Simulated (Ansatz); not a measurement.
# Cd (bcc type): a single-point run

Aim: a sound single-point run of Cd (bcc type).

Computed with Ansatz 0.2.0 (DFT, LDA, PAW with Ansatz's default frozen-core files, scalar-relativistic, unless a step's input says otherwise).

1 further run of the same task is left out (set aside as unsound or not needed). Runs told in other sessions of the task aren't counted.

### 1 The system as given

Symmetry: Im-3m, No. 229, cubic system. The conventional cell has a = 3.344 Å, b = 3.344 Å, c = 3.344 Å, α = 90.00°, β = 90.00°, γ = 90.00°. Cd (site symmetry m-3m) is surrounded by 8 Cd at 2.90 Å.

As a file:

```xyz
1
Lattice="-1.6719 1.6719 1.6719 1.6719 -1.6719 1.6719 1.6719 1.6719 -1.6719" Properties=species:S:1:pos:R:3 pbc="T T T"
Cd    0.0000    0.0000    0.0000
```

### 2 Running it

Contents of input.yaml:

```yaml
crystal:
  lattice:
    - [-1.6718887137, 1.6718887137, 1.6718887137]
    - [1.6718887137, -1.6718887137, 1.6718887137]
    - [1.6718887137, 1.6718887137, -1.6718887137]
  atoms:
    - { symbol: Cd, position: [0.0, 0.0, 0.0] }
kpoints:
  mp_grid: { grid: [15, 15, 15] }
scf:
  occupations: { method: fermi_dirac, width: 0.1 }
  mixing: { algorithm: anderson, beta: 0.95, ndim: 1, preconditioner: none }
  max_iter: 60
hamiltonian:
  xc: lda
  pseudopotentials: { kind: paw }
output:
  forces: true
  stress: true
  eigenvalues: true
  populations: true
```

The run is started by

```console
ansatz run input.yaml --threads 1 --pin off --max-ram 2048MiB --backend cpu --events-out ev --progress --plain --runs-dir out
```

Q: Will this input give a usable result? If not, why, and what should change?

The program finished normally. Convergence says nothing about whether the input makes sense.

The suspect setting: scf.mixing.algorithm is anderson; scf.mixing.beta is 0.95; scf.mixing.ndim is 1; scf.mixing.preconditioner is none. What could go wrong: mixing too aggressive. Here it converged all the same; such a setting changes the road, not the converged state. Several mixing settings were changed at once, so this run can't tell how much each is to blame.

The test: delete scf.mixing.algorithm, scf.mixing.beta, scf.mixing.ndim and scf.mixing.preconditioner (the default then holds).
